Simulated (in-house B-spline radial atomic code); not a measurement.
# F⁸⁺: ionisation energy by several methods

The task here is to estimate one member of a computed series from the others.

The numbers are computed with in-house B-spline radial atomic code version 1 (non-relativistic, several functionals, spin-polarised; spherical all-electron atom at the radial basis limit), except any that are marked as measured or tabulated.

## The atom as given

```
element       : fluorine (Z = 9)
charge        : +8
electrons     : 1
configuration : 1s1
nucleus       : point
```

Where spins are not typed, each open shell is filled with up spins first.

The first run:

Settings of the run:

```ini
Z = 9
electrons = 1.0
configuration = 1s1
hamiltonian = nr
method = tpss,tpss
spin_polarised = True
```

Steps of the session up to this table: TPSS, a meta-GGA; PBEsol, a GGA; B3LYP, a global hybrid; LDA (PW92); TPSSh, a global hybrid; LDA (VWN5); HSE06, a range-separated hybrid; exchange-only LDA; PBE, a GGA; r2SCAN, a meta-GGA.

One of the session's tables, all rows but one given; the rest of the session is left out.

```
           method  ΔSCF (eV)
       LDA (PW92)    1092.53
       LDA (VWN5)    1092.53
exchange-only LDA    1091.21
           PBEsol    1097.47
              PBE          ?
             TPSS    1102.07
           r2SCAN    1102.07
            B3LYP    1101.08
            TPSSh    1102.07
            HSE06    1101.12
```

Q: Estimate the row for PBE from the others.

**Answer.** ΔSCF (eV): 1100.64. In the column «ΔSCF (eV)» it lies between PBEsol (1097.47) and B3LYP (1101.08).

To keep in mind: Meta-GGA runs start from a PBE run whose iterations are not counted.
